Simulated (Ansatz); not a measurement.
## H2S2Si, SMILES [SiH2]1SS1: the interaction energy of a dimer with the counterpoise correction, step by step

Program: Ansatz 0.2.0 through its Python package.

Run as a notebook:

In [1]:
```python
from dataclasses import dataclass

import ansatz as az
```

In [2]:
```python
@dataclass(frozen=True)
class Options:
    basis: str = "def2-SVPD"
    functional: str = "pbe"
    dispersion: str = "d4"
```

In [3]:
```python
opts = Options()
```

In [4]:
```python
FIRST = [
    ("Si", (-0.2749, 0.2361, -0.2199)),
    ("S", (1.6638, -0.3041, 0.2608)),
    ("S", (0.0693, -1.2894, 1.1307)),
    ("H", (-0.702, -0.1811, -1.5682)),
    ("H", (-0.7563, 1.5383, 0.3966)),
]
SECOND = [
    ("Si", (-0.1719, 3.0814, -2.6147)),
    ("S", (0.1024, 4.6852, -1.3363)),
    ("S", (1.1968, 4.5565, -3.0843)),
    ("H", (-1.4406, 3.1169, -3.3654)),
    ("H", (0.4371, 1.7701, -2.1487)),
]
```

In [5]:
```python
def energy(atoms, ghosts=()):
    molecule = az.Crystal.molecule()
    for symbol, xyz in atoms:
        molecule = molecule.atom(symbol, xyz)
    calc = (
        molecule.calculation()
        .basis(gaussian=opts.basis)
        .functional(opts.functional, dispersion=opts.dispersion)
    )
    deck = calc.input()
    if ghosts:
        deck = deck.set(az.key.basis.gaussian.ghost_atoms, [{"symbol": s, "position_ang": list(xyz)} for s, xyz in ghosts])
    return az.Session.from_dict(deck).plan().execute().report["free_energy_ev"]
```

In [6]:
```python
# monomers in their own basis and in the basis of the dimer
both = energy(FIRST + SECOND)
alone = energy(FIRST) + energy(SECOND)
ghosted = energy(FIRST, SECOND) + energy(SECOND, FIRST)
print(f"dimer {both:.6f} eV")
print(f"interaction, uncorrected   {96.485332 * (both - alone):8.3f} kJ/mol")
print(f"interaction, counterpoise  {96.485332 * (both - ghosted):8.3f} kJ/mol")
print(f"basis-set superposition    {96.485332 * (alone - ghosted):8.3f} kJ/mol")
```
```text
dimer -59118.078535 eV
interaction, uncorrected     -8.005 kJ/mol
interaction, counterpoise    -1.638 kJ/mol
basis-set superposition       6.367 kJ/mol
```

Uncorrected it is -8.005 kJ/mol, with the counterpoise correction -1.638 kJ/mol; the difference, 6.367 kJ/mol, is the superposition error.

Reading the output:
- Total energies depend on the basis set; only differences at equal settings carry meaning.
- The dimer is a generated trial pose of unrelaxed monomers, not a minimum, so the figure is no binding energy, and the basis set is small.
- Hardware and time: 15 s on 1 thread of INTEL(R) XEON(R) PLATINUM 8581C CPU @ 2.10GHz (Emerald Rapids), on a shared host, peak memory 0.38 GiB.
